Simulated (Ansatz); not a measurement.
## MnPt2 under changes of volume

One of the cells (15.408 Å³/atom); the others are scaled copies at fixed shape and fractional positions:

```
Pt Mn
1.0
     2.85840    0.00000    0.00000
    -1.42920    2.47545    0.00000
     0.00000    0.00000    6.53250
Pt Mn
2 1
Cartesian
  1.4292 0.8252 2.0656
  0.0000 1.6503 4.4669
  0.0000 0.0000 0.0000
```

The cell comes from a database or a generator and needn't be the stable form of this composition.

- Program: Ansatz 0.2.0
- Functional: r2SCAN
- Potentials or basis: Ansatz PAW
- Cutoff: 500 eV (not typed: the program's choice for these potentials)
- k mesh: 11 × 11 × 4
- Occupations: fermi-dirac, width 0.05 eV
- Spin: collinear spin, ferromagnetic start
- Starting moments: [0.0, 0.0, 4.0] μB

| volume (Å³/atom) | energy over the lowest point (meV/atom) | pressure (GPa) | moment (μB per cell) | largest force (eV/Å) |
| --- | --- | --- | --- | --- |
| 14.483 | ? | ? | ? | ? |
| 14.791 | 7.81 | 6.4 | 4.79 | 0.144 |
| 15.099 | 0.00 | 1.8 | 4.80 | 0.095 |
| 15.408 | 0.58 | -2.3 | 4.81 | 0.046 |
| 15.716 | 8.59 | -5.9 | 4.82 | 0.003 |
| 16.024 | 23.11 | -9.1 | 4.83 | 0.052 |
| 16.332 | 43.39 | -11.9 | 4.83 | 0.099 |

Task: What does the run at 14.483 Å³/atom give?

Result: Energy over the lowest point 25.11 meV/atom; pressure 11.6 GPa; moment 4.78 μB per cell; largest force 0.194 eV/Å.

Worked out: A Birch-Murnaghan fit of order 3 (a polynomial in V^(-2/3)) to the other rows has its minimum at 15.23 Å³/atom with B0 = V·E''(V) = 204 GPa and B' = 5.2 at fixed shape and positions, which overstates the stiffness. It gives 25.13 meV/atom at 14.483 Å³/atom, against the run's 25.11, and -dE/dV = 11.7 GPa, against 11.6. A straight line through the other rows of the moment, of slope 0.0278 μB per Å³/atom, extrapolates to 4.78 μB, against the run's 4.78.

Energies are extrapolated to zero smearing.

Caveats: the magnetic or orbital state may not be the lowest; the PAW data sets come from PBE, with cores solved anew for the run's functional, which leaves a small shift of forces and pressure.
